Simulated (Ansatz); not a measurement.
## CsLiCr2Te2S3 under changes of volume

One of the cells (24.841 Å³/atom); the others are scaled copies at fixed shape and fractional positions:

```
CELL_PARAMETERS angstrom
7.28959 -2.10433 0.01772
7.28959 2.10433 0.01772
-2.53315 0.00000 7.28100
ATOMIC_POSITIONS crystal
Cs 0.50000 0.50000 0.00000
Li 0.00000 0.00000 0.50000
Cr 0.32870 0.32870 0.43300
Cr 0.67130 0.67130 0.56700
Te 0.80672 0.80672 0.17427
Te 0.19328 0.19328 0.82573
S 0.16358 0.16358 0.39713
S 0.83642 0.83642 0.60287
S 0.50000 0.50000 0.50000
```

The cell was built by a generator and needn't be a form met in nature.

- Program: Ansatz 0.2.0
- Functional: PBE
- Potentials or basis: Ansatz PAW
- Cutoff: 420 eV (not typed: the program's choice for these potentials)
- k mesh: 7 × 7 × 4
- Occupations: fermi-dirac, width 0.05 eV
- Spin: collinear spin, ferromagnetic start
- Starting moments: [0.0, 0.0, 3.0, 3.0, 0.0, 0.0, 0.0, 0.0, 0.0] μB

```csv
volume (Å³/atom),energy over the lowest point (meV/atom),pressure (GPa),moment (μB per cell),largest force (eV/Å)
23.350,?,?,?,?
23.847,6.15,2.1,5.15,0.281
24.344,1.44,1.0,5.18,0.135
24.841,0.00,0.0,5.22,0.030
25.337,1.48,-0.9,5.26,0.128
25.834,5.58,-1.7,5.29,0.242
26.331,12.03,-2.4,5.32,0.348
```

Problem. What does the run at 23.350 Å³/atom give?

Solution. Energy over the lowest point 14.50 meV/atom; pressure 3.3 GPa; moment 5.10 μB per cell; largest force 0.440 eV/Å.

Worked out: A Birch-Murnaghan fit of order 3 (a polynomial in V^(-2/3)) to the other rows has its minimum at 24.83 Å³/atom with B0 = V·E''(V) = 47 GPa and B' = 4.5 at fixed shape and positions, which overstates the stiffness. It gives 14.51 meV/atom at 23.350 Å³/atom, against the run's 14.50, and -dE/dV = 3.3 GPa, against 3.3. A straight line through the other rows of the moment, of slope 0.0702 μB per Å³/atom, extrapolates to 5.11 μB, against the run's 5.10.

Energies are extrapolated to zero smearing.

Caveats: only a ferromagnetic start was run, and an antiferromagnetic order may lie lower in energy.
